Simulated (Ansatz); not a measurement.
# C₂H₅BO₃: up Jacob's ladder to CCSD(T)

Aim: compute C₂H₅BO₃ with functionals from several rungs and with coupled cluster. The yardstick is the atomisation energy at the CCSD(T) limit.

Program: Ansatz 0.2.0, Gaussian basis. Level of theory: functionals in def2-TZVPP, the program's frozen cores in correlated methods. These are calculated values, not measurements.

Levels to be run: PBE-D4, r2SCAN-D4, PBE0-D4, B3LYP-D4, ωB97X-V, ωB97M-V, B2PLYP; CCSD(T)/def2-TZVPP; MP2/def2-QZVPP; extrapolation to the limit.

## (1) The relaxed structure

All runs share one geometry, relaxed beforehand with PBE0-D4 in a triple-zeta def2 set.

SMILES `CBOC(=O)O`, 11 atoms, charge 0, spin multiplicity 1.

Atoms are counted from 1 here; the program's logs count them from 0.

Bond lengths: C1–B2 1.551 Å, C1–H7 1.091 Å, C1–H8 1.096 Å, C1–H9 1.096 Å, B2–O3 1.381 Å, B2–H10 1.194 Å, O3–C4 1.344 Å, C4–O5 1.194 Å, C4–O6 1.332 Å, O6–H11 0.965 Å. Angles: B2–C1–H7 114.1°, B2–C1–H8 109.9°, B2–C1–H9 109.4°, H7–C1–H8 109.1°, H7–C1–H9 108.9°, H8–C1–H9 105.0°, C1–B2–O3 117.8°, C1–B2–H10 123.9°, O3–B2–H10 118.4°, B2–O3–C4 122.2°, O3–C4–O5 126.6°, O3–C4–O6 108.1°, O5–C4–O6 125.3°, C4–O6–H11 106.4°.

## (2) PBE-D4 (GGA)

in.yaml

```yaml
crystal:
  periodic: [false, false, false]
  atoms:
    - {symbol: C, position_ang: [1.025833, -0.398738, 1.725307]}
    - {symbol: B, position_ang: [0.646259, -0.324535, 0.223799]}
    - {symbol: O, position_ang: [-0.561686, 0.257189, -0.105998]}
    - {symbol: C, position_ang: [-0.922888, 0.482775, -1.380889]}
    - {symbol: O, position_ang: [-0.191864, 0.591260, -2.318924]}
    - {symbol: O, position_ang: [-2.249527, 0.600897, -1.420695]}
    - {symbol: H, position_ang: [0.281965, 0.034120, 2.395293]}
    - {symbol: H, position_ang: [1.205006, -1.440349, 2.014382]}
    - {symbol: H, position_ang: [1.984721, 0.108657, 1.883648]}
    - {symbol: H, position_ang: [1.325411, -0.760248, -0.656454]}
    - {symbol: H, position_ang: [-2.477931, 0.791974, -2.338869]}
basis:
  gaussian: {orbitals: def2-TZVPP}
hamiltonian: {xc: pbe, dispersion: d4}
output: {forces: true, orbitals: {seedname: orbitals}}
```

Run with:

```
ansatz run in.yaml --threads 4 --pin off --events-out ev --progress --plain --max-ram 10444MiB
```

After this run come: r2SCAN-D4 (meta-GGA); PBE0-D4 (hybrid); B3LYP-D4 (hybrid); ωB97X-V (range-separated); ωB97M-V (range-separated); B2PLYP (double hybrid); CCSD(T) in def2-TZVPP; MP2 in def2-QZVPP.

Before running them: what should the planned runs give, taken together? Wanted: atomisation energy, CCSD(T)/CBS; farthest; mean size of error, hybrid; mean size of error, range-separated; gap, smallest and largest; T1 diagnostic; triples share of the correlation energy.

As calculated:

| quantity | value |
| --- | --- |
| atomisation energy, CCSD(T)/CBS | 4689.9 kJ/mol |
| functionals within 23.4 kJ/mol (0.5 %) | B3LYP-D4, ωB97X-V |
| farthest | PBE-D4 (+168.8 kJ/mol) |
| mean size of error, hybrid | 21.8 kJ/mol |
| mean size of error, range-separated | 28.0 kJ/mol |
| gap, smallest and largest | 5.18 eV (PBE-D4), 12.72 eV (ωB97X-V) |
| T1 diagnostic | 0.0144 |
| triples share of the correlation energy | 3.9 % |

What this shows: PBE-D4 misses by +168.8 kJ/mol. Double hybrids carry the basis error of their MP2 part in triple zeta, and no dispersion term here, so their miss is partly the set-up's. The reference freezes the cores and leaves out relativity and excitations past (T), so misses under about 23.4 kJ/mol can't be ranked. Hartree-Fock recovers 72 % of the binding; the rest is correlation. The gap grows from 5.2 to 12.7 eV across the functionals, mostly with the share of exact exchange.
